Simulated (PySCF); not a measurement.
# A gas-phase reaction: FGeH3O2 → FGeH2O2 + H

What reaction energy should one expect for `[OH][GeH]([OH])[F]` → `[OH][Ge]([OH])[F]` + `[H]`?

Computed with PySCF 2.14.0; each step states its level. No surroundings beyond the atoms listed, unless a continuum is named. Atoms count from 0, parts from 1.

## (1) Starting point

Each species was relaxed by itself at PBE0-D3(BJ)/def2-SVPD.

## (2) Energies of the species: wB97M-D3(BJ)/def2-TZVPD

Job settings and geometry (Å):

```
{"job": {"kind": "react", "xc": "wB97M-D3(BJ)", "basis": "def2-TZVPD"}, "charge": 0, "multiplicity": 1}
-1 FGeH3O2 charge 0 multiplicity 1
O      0.466550    -1.587180    -0.322160
Ge    -0.196150    -0.097920     0.327030
O      0.982260     1.199020     0.122710
F     -1.565080     0.415120    -0.636590
H      0.958280    -1.480650    -1.142940
H     -0.662160    -0.353600     1.750390
H      0.608370     1.994080    -0.271390

+1 FGeH2O2 charge 0 multiplicity 2
O     -1.051210     0.377450     1.082840
Ge     0.148990     0.478820    -0.215520
O     -0.289910    -0.905230    -1.231140
F      1.744220     0.178570     0.484060
H     -0.867880     0.942560     1.840850
H      0.315770    -1.072120    -1.961120

+1 H charge 0 multiplicity 2
H      0.000000     0.000000     0.000000
```

Method: wB97M-D3(BJ)/def2-TZVPD reaction energy of separated species, gas phase.

Command:

```
OMP_NUM_THREADS=1 python cluster_run.py task.json out
```

One launch serves the whole session: the jobs run in the order shown.

**Question.** The jobs that follow are: PBE0-D3(BJ)/def2-TZVPD reaction energy of separated species, gas phase. Predict: reaction energy (wB97M-D3(BJ)/def2-TZVPD); ΔH, ΔG at 298 K (xTB thermal terms). Thermal terms come from harmonic xTB runs on each species.

The runs gave:

```
                                                quantity                    value
               reaction energy (wB97M-D3(BJ)/def2-TZVPD)           88.43 kcal/mol
                     ΔH, ΔG at 298 K (xTB thermal terms)    +84.4, +75.3 kcal/mol
range of the reaction energy over the runs of this table  85.78 to 88.43 kcal/mol
```

What this shows: The reaction is endothermic by 84.4 kcal/mol in the gas phase; dispersion gives +0.54, and xTB itself gave 88.94 for the electronic energy (xTB energies and thermal terms come from the earlier relaxation of each species, not shown). No barrier was sought. The reaction energy runs from 85.78 (PBE0-D3(BJ)/def2-TZVPD) to 88.43 kcal/mol (wB97M-D3(BJ)/def2-TZVPD).
